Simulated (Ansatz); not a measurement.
# Cl₂H₂Se₂Zr: how energies converge with the basis set

Aim: see how fast density functionals converge with the basis set for Cl₂H₂Se₂Zr.

Program: Ansatz 0.2.0, Gaussian basis. Level of theory: one geometry, several basis sets. These are calculated values, not measurements.

The runs, in order: PBE0-D4/def2-SVP; ωB97M-V/def2-SVP; PBE0-D4/def2-QZVPP; ωB97M-V/def2-QZVPP; the functionals' def2-TZVPP values are taken from earlier runs.

### 1 Structure used throughout

All runs share one geometry, relaxed beforehand with PBE0-D4 in a triple-zeta def2 set. Zr takes the def2 core potential; no spin-orbit term is included.

SMILES `[Cl][Zr]([Cl])([SeH])[SeH]`, 7 atoms, charge 0, spin multiplicity 1.

Atoms are counted from 1 here; the program's logs count them from 0.

Bond lengths: Cl1–Zr2 2.320 Å, Zr2–Cl3 2.320 Å, Zr2–Se4 2.553 Å, Zr2–Se5 2.553 Å, Se4–H6 1.476 Å, Se5–H7 1.476 Å. Angles: Cl1–Zr2–Cl3 114.5°, Cl1–Zr2–Se4 112.1°, Cl1–Zr2–Se5 104.9°, Cl3–Zr2–Se4 104.9°, Cl3–Zr2–Se5 112.1°, Se4–Zr2–Se5 108.2°, Zr2–Se4–H6 86.6°, Zr2–Se5–H7 86.6°.

### 2 PBE0-D4 in def2-SVP

Input file in.yaml:

```yaml
crystal:
  periodic: [false, false, false]
  atoms:
    - {symbol: Cl, position_ang: [-1.255070, -2.351559, -0.687091]}
    - {symbol: Zr, position_ang: [0.174976, -0.665794, 0.015832]}
    - {symbol: Cl, position_ang: [2.236190, -1.407260, 0.779099]}
    - {symbol: Se, position_ang: [-0.800148, 0.676165, 1.956105]}
    - {symbol: Se, position_ang: [0.398036, 0.889153, -1.996543]}
    - {symbol: H, position_ang: [-1.885140, 1.057051, 1.031384]}
    - {symbol: H, position_ang: [1.131166, 1.802254, -1.098776]}
basis:
  gaussian: {orbitals: def2-SVP}
hamiltonian: {xc: pbe0, dispersion: d4}
output: {orbitals: {seedname: orbitals}}
```

Launch:

```console
$ ansatz run in.yaml --threads 4 --pin off --events-out ev --progress --plain --max-ram 11315MiB
```

Further steps of the session: ωB97M-V in def2-SVP; PBE0-D4 in def2-QZVPP; ωB97M-V in def2-QZVPP.

Q: Predict the results of all the runs planned. Wanted: PBE0-D4: double and triple zeta above quadruple; ωB97M-V: double and triple zeta above quadruple.

The runs gave:

| quantity | value |
| --- | --- |
| PBE0-D4: double and triple zeta above quadruple | 28.45, 3.55 eV |
| ωB97M-V: double and triple zeta above quadruple | 28.14, 3.43 eV |

What this shows: For PBE0-D4 the step from double to triple zeta gains 24.89 eV and the next only 3.55 eV. Total energies overstate the basis error of differences, where much of it tends to cancel.
